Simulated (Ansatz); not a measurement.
**CHGa2 (quartet): the correlation ladder, cc-pVDZ**

How much of the correlation energy of CHGa2 (quartet) does each wave-function method recover here?

The runs use Ansatz 0.2.0, Gaussian basis; cc-pVDZ, core rule «outside noble gas», up to 29 orbitals frozen.

Plan: UHF; CCSD(T) on ROHF; CCSD(T) on UHF; BCCD(T) on ROHF; CISD as a restricted active space (open shells left free, so some higher excitations enter); CCSDT(Q) on ROHF; CCSDT(Q) on UHF.

33 further runs of the same task are left out: 4 for a known fault of the program, 12 that didn't finish, 17 set aside as unsound or not needed. Runs told in other sessions of the task aren't counted.

## 1. The geometry

The geometry is a PBE0/def2-TZVP stationary point (not a proven minimum). No spin-orbit coupling is included. The filled d shell of Ga may be among the frozen orbitals whatever the setting's name suggests.

4 atoms, charge 0, spin multiplicity 4.

Atoms are counted from 1 here; the program's logs count them from 0.

Bond lengths: Ga1–C2 2.021 Å, C2–Ga3 2.001 Å, Ga3–H4 1.615 Å. Angles: Ga1–C2–Ga3 175.9°, C2–Ga3–H4 115.6°.

## 2. UHF

in.yaml reads:

```yaml
crystal:
  periodic: [false, false, false]
  atoms:
    - {symbol: Ga, position_ang: [-0.000039, -0.311616, 2.680606]}
    - {symbol: C, position_ang: [0.000076, -0.414160, 0.662323]}
    - {symbol: Ga, position_ang: [-0.000040, -0.372809, -1.338163]}
    - {symbol: H, position_ang: [0.000002, 1.098586, -2.004765]}
basis:
  gaussian: {orbitals: cc-pVDZ}
magnetization: {spin_polarized: true, initial_magnetization: 3}
hamiltonian: {xc: hf}
output: {orbitals: {seedname: orbitals}}
```

Launch:

```console
$ ansatz run in.yaml --threads 1 --pin off --events-out ev --progress --plain --max-ram 2393MiB
```

The runs that follow: CCSD(T) on ROHF; CCSD(T) on UHF; BCCD(T) on ROHF; CISD as a restricted active space (open shells left free, so some higher excitations enter); CCSDT(Q) on ROHF; CCSDT(Q) on UHF.

Q: Predict the results of all the runs planned. Wanted: UCCSDT(Q) from the RHF energy; RMP2 from UCCSDT(Q); UMP2 from UCCSDT(Q); RCCSD from UCCSDT(Q); RCCSD(T) from UCCSDT(Q); UCCSD(T) from UCCSDT(Q); RCCSDT(Q) from UCCSDT(Q); T1 diagnostic.

As calculated:

| quantity | value |
| --- | --- |
| UCCSDT(Q) from the ROHF energy | -6.0692 eV |
| RMP2 from UCCSDT(Q) | +1333.8 meV |
| UMP2 from UCCSDT(Q) | +1338.5 meV |
| RCCSD from UCCSDT(Q) | +252.1 meV |
| RCCSD(T) from UCCSDT(Q) | +64.8 meV |
| UCCSD(T) from UCCSDT(Q) | +58.6 meV |
| RCCSDT(Q) from UCCSDT(Q) | +8.2 meV |
| levels within 1 kcal/mol (43 meV) | RCCSDT, UCCSDT, RCCSDT(Q) |
| T1 diagnostic | 0.030 |

In words: RCCSD(T) misses by +64.8 meV, 1.1 % of the correlation energy. These misses are within one basis, not against nature; the frozen cores of restricted and unrestricted runs differ, which can shift their rows.
